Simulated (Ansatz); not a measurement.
**CH₃ClInO radical: one species, many methods**

The task here is to estimate one member of a computed series from the others.

Computed with Ansatz 0.2.0, Gaussian basis. Level: functionals in def2-TZVPP, the program's frozen cores in correlated methods.

Levels to be run: LDA (SPW92), PBE-D4, revPBE-D4, BLYP-D4, r2SCAN-D4, B97M-V, PBE0-D4, B3LYP-D4, r2SCANh-D4, r2SCAN0-D4, HSE06-D4, BHLYP-D4, CAM-B3LYP-D4, LC-ωPBE, ωB97X-V, ωB97M-V, B2PLYP, PBE-QIDH; CCSD(T)/def2-SVP; CCSD(T)/def2-TZVPP; MP2/def2-QZVPP; extrapolation to the limit; RPA on PBE.

1 further run of the same task is left out (for a known fault of the program). Runs told in other sessions of the task aren't counted.

### The geometry

All runs share one geometry, relaxed beforehand with PBE0-D4 in a triple-zeta def2 set. In takes the def2 core potential; no spin-orbit term is included.

SMILES `C[O][In][Cl]`, 7 atoms, charge 0, spin multiplicity 2.

Atoms are counted from 1 here; the program's logs count them from 0.

Bond lengths: C1–O2 1.400 Å, C1–H5 1.096 Å, C1–H6 1.097 Å, C1–H7 1.097 Å, O2–In3 2.013 Å, In3–Cl4 2.359 Å. Angles: O2–C1–H5 107.5°, O2–C1–H6 112.9°, O2–C1–H7 112.9°, H5–C1–H6 107.5°, H5–C1–H7 107.5°, H6–C1–H7 108.3°, C1–O2–In3 126.3°, O2–In3–Cl4 113.7°.

The first run:

in.yaml reads:

```yaml
crystal:
  periodic: [false, false, false]
  atoms:
    - {symbol: C, position_ang: [0.091302, 1.144393, 0.187160]}
    - {symbol: O, position_ang: [-0.344456, -0.082417, -0.327069]}
    - {symbol: In, position_ang: [0.367579, -1.900771, 0.162841]}
    - {symbol: Cl, position_ang: [-0.700300, -3.673166, -0.970944]}
    - {symbol: H, position_ang: [-0.501133, 1.932361, -0.292196]}
    - {symbol: H, position_ang: [-0.060247, 1.231294, 1.270344]}
    - {symbol: H, position_ang: [1.147257, 1.348317, -0.030134]}
basis:
  gaussian: {orbitals: def2-TZVPP}
magnetization: {spin_polarized: true, initial_magnetization: 1}
hamiltonian: {xc: lda}
output: {orbitals: {seedname: orbitals}}
```

On the command line:

```sh
> ansatz run in.yaml --threads 4 --pin off --events-out ev --progress --plain --max-ram 10444MiB
```

Among the steps run: LDA; PBE-D4 (GGA); revPBE-D4 (GGA); BLYP-D4 (GGA); r2SCAN-D4 (meta-GGA); B97M-V (meta-GGA); PBE0-D4 (hybrid); B3LYP-D4 (hybrid); r2SCANh-D4 (hybrid); r2SCAN0-D4 (hybrid); HSE06-D4 (hybrid); BHLYP-D4 (hybrid); CAM-B3LYP-D4 (range-separated); LC-ωPBE (range-separated); ωB97X-V (range-separated); ωB97M-V (range-separated); B2PLYP (double hybrid); PBE-QIDH (double hybrid).

One table of the session follows, with a row left open; its other results are not shown here.

It belongs to the step «Orbital energies across the functionals». 

| functional | HOMO (eV) | LUMO (eV) | gap (eV) |
| --- | --- | --- | --- |
| LDA (SPW92) | -5.74 | -5.13 | 0.61 |
| PBE-D4 | -5.59 | -4.79 | 0.80 |
| revPBE-D4 | ? | ? | ? |
| BLYP-D4 | -5.45 | -4.77 | 0.68 |
| r2SCAN-D4 | -5.97 | -4.58 | 1.39 |
| B97M-V | -5.69 | -4.87 | 0.82 |
| PBE0-D4 | -6.72 | -3.99 | 2.72 |
| B3LYP-D4 | -6.50 | -4.34 | 2.16 |
| r2SCANh-D4 | -6.40 | -4.28 | 2.11 |
| r2SCAN0-D4 | -7.02 | -3.83 | 3.19 |
| HSE06-D4 | -6.32 | -4.36 | 1.96 |
| BHLYP-D4 | -7.68 | -3.27 | 4.41 |
| CAM-B3LYP-D4 | -7.96 | -3.18 | 4.78 |
| LC-ωPBE | -9.21 | -1.83 | 7.38 |
| ωB97X-V | -8.80 | -2.18 | 6.62 |
| ωB97M-V | -8.77 | -2.36 | 6.41 |

**Question.** Estimate the row for revPBE-D4.

As computed: HOMO (eV): -5.53; LUMO (eV): -4.66; gap (eV): 0.87. In the column «HOMO (eV)» it lies between PBE-D4 (-5.59) and BLYP-D4 (-5.45).
